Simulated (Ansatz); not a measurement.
# wB97M-V/def2-SVP run of CH4ClGa (SMILES [CH3][GaH][Cl])

Aim: the vertical singlet–triplet gap of CH4ClGa at wB97M-V/def2-SVP, from 2 runs. 

The calculation is run with Ansatz 0.2.0.

62 further runs of the same task are left out: 62 set aside as unsound or not needed. Runs told in other sessions of the task aren't counted.

## 1. The system as given

The species is CH4ClGa (7 atoms), meant as a singlet with charge 0. SMILES: `[CH3][GaH][Cl]`. Geometry: relaxed at PBE0-D4/def2-TZVP.

Bond lengths: C1–Ga2 1.952 Å, Ga2–Cl3 2.160 Å, C1–H4 1.093 Å, C1–H5 1.089 Å, C1–H6 1.093 Å, Ga2–H7 1.560 Å. Angles: C1–Ga2–Cl3 116.2°, C1–Ga2–H7 130.1°, Cl3–Ga2–H7 113.7°, Ga2–C1–H4 110.2°, Ga2–C1–H5 110.9°, Ga2–C1–H6 109.9°, H4–C1–H5 109.3°, H4–C1–H6 107.4°, H5–C1–H6 109.1°.

## 2. A single-point energy at wB97M-V/def2-SVP

The input, job.yaml:

```yaml
crystal:
  periodic: [false, false, false]
  atoms:
    - {symbol: C, position_ang: [-0.730500, 0.588300, -0.200700]}
    - {symbol: Ga, position_ang: [0.846300, -0.538100, 0.035700]}
    - {symbol: Cl, position_ang: [0.865000, -1.794800, 1.792800]}
    - {symbol: H, position_ang: [-0.435900, 1.637200, -0.283800]}
    - {symbol: H, position_ang: [-1.418300, 0.473600, 0.636300]}
    - {symbol: H, position_ang: [-1.245900, 0.318700, -1.126000]}
    - {symbol: H, position_ang: [2.119300, -0.684800, -0.854300]}
basis:
  gaussian:
    orbitals: def2-SVP
output: {orbitals: {seedname: orbitals}}
hamiltonian:
  xc: {name: wB97M-V}
accuracy: high
```

Run with:

```console
ansatz run job.yaml --threads 1 --pin off --max-ram 3480MiB --events-out events.jsonl --progress --plain --runs-dir runs
```

Log:

```text
Warning: RAYON_NUM_THREADS=1 ignored (pool sized by the plan → 1); use --threads N
Functional definition: wB97M-V
  name "wB97M-V"
  parameter omega = 0.3/bohr
  parameter cx = 0.15
  parameter cx01 = 1.007
  parameter cx10 = 0.259
  parameter css00 = 0.443
  parameter css04 = -1.437
  parameter css10 = -4.535
  parameter css20 = -3.390
  parameter css43 = 4.278
  parameter cos00 = 1.000
  parameter cos10 = 1.358
  parameter cos20 = 2.924
  parameter cos21 = -8.812
  parameter cos60 = -1.390
  parameter cos61 = 9.142
  parameter b = 6.0
  parameter c = 0.01
  gx(w, u) = 1 - cx + cx01*u + cx10*w
  gss(w, u) = css00 + css04*u^4 + css10*w + css20*w^2 + css43*w^4*u^3
  gos(w, u) = cos00 + cos10*w + (cos20 + cos21*u)*w^2 + (cos60 + cos61*u)*w^6
  exchange = spin_sum(e_x_unif_sr(omega)*gx(b97_w, b97_u_x)) + cx*exact_x_sr(omega) + exact_x_lr(omega)
  correlation = spin_sum(e_c_pw_mod_same_spin*gss(b97_w, b97_u_same))
      + integral(e_c_pw_mod_opposite_spin*gos(b97_w_opposite, b97_u_opposite)) + vv10(b, c)
1770 factors; integrals over basis functions are off by at most 8.8e-9 eV
348 factors; integrals over basis functions are off by at most 2.2e-9 eV
mean field evaluation 1: about -65985.5765 eV, gradient 3.7e1 eV
mean field evaluation 2: about -65986.6931 eV, gradient 3.2e1 eV
mean field evaluation 4: about -65988.6858 eV, gradient 1.0e0 eV
mean field evaluation 8: about -65988.7472 eV, gradient 2.5e-2 eV
mean field evaluation 16: about -65988.7472 eV, gradient 1.8e-5 eV
mean field -65988.74716218 eV, -2425.0417294307 hartree, gradient 4.2e-8 eV, S^2 0.000000; 0 other end points of the search recorded, 0 dependent functions left out
reference -65988.74716665 eV, -2425.0417295951 hartree; 29, 29 occupied and 55, 55 virtual orbitals, 1770 factors
Total energy: -65988.74716665 eV, -2425.0417295951 hartree
```

Run time: 26 s. Hardware: 1 thread of Intel Xeon 6975P-C (Granite Rapids), shared host; peak memory 0.56 GiB.

## 3. The triplet

job.yaml, as its differences from that of step 2:

```diff
@@ -11,7 +11,6 @@
 basis:
-  gaussian:
-    orbitals: def2-SVP
+  gaussian: {orbitals: def2-SVP}
+magnetization: {spin_polarized: true, initial_magnetization: 2}
+hamiltonian: {xc: {name: wB97M-V}}
+accuracy: high
 output: {orbitals: {seedname: orbitals}}
-hamiltonian:
-  xc: {name: wB97M-V}
-accuracy: high
```

Run with:

```console
ansatz run job.yaml --threads 1 --pin off --max-ram 3480MiB --events-out events.jsonl --progress --plain --runs-dir runs
```

Log, cut to the lines that bear on the results:

```text
Warning: RAYON_NUM_THREADS=1 ignored (pool sized by the plan → 1); use --threads N
[... 2 set-up lines as earlier in the session ...]
[...]
  gx(w, u) = 1 - cx + cx01*u + cx10*w
  gss(w, u) = css00 + css04*u^4 + css10*w + css20*w^2 + css43*w^4*u^3
  gos(w, u) = cos00 + cos10*w + (cos20 + cos21*u)*w^2 + (cos60 + cos61*u)*w^6
[...]
      + integral(e_c_pw_mod_opposite_spin*gos(b97_w_opposite, b97_u_opposite)) + vv10(b, c)
1770 factors; integrals over basis functions are off by at most 8.8e-9 eV
348 factors; integrals over basis functions are off by at most 2.2e-9 eV
[...]
mean field -65983.30564396 eV, -2424.8417573246 hartree, gradient 2.3e-8 eV, S^2 2.007865; 6 other end points of the search recorded, 0 dependent functions left out
reference -65983.30564815 eV, -2424.8417574787 hartree; 30, 28 occupied and 54, 56 virtual orbitals, 1770 factors
Total energy: -65983.30564815 eV, -2424.8417574787 hartree
```

It took 36 s on 1 thread of Intel Xeon 6975P-C (Granite Rapids), shared host; peak memory 1 GiB.

## 4. Outcome

Level: wB97M-V/def2-SVP.

```
                                        quantity           value
                           singlet: total energy  -2425.04173 Eh
                            singlet: HOMO energy       -10.17 eV
                            singlet: LUMO energy         0.52 eV
                          singlet: HOMO–LUMO gap        10.69 eV
                           triplet: total energy  -2424.84176 Eh
     triplet: HOMO energy (highest over α and β)        -4.91 eV
                                   triplet: ⟨S²⟩           2.008
vertical energy of the triplet above the singlet        5.442 eV
```

What this shows: At this shape the triplet lies 5.44 eV (125 kcal/mol) above the singlet.
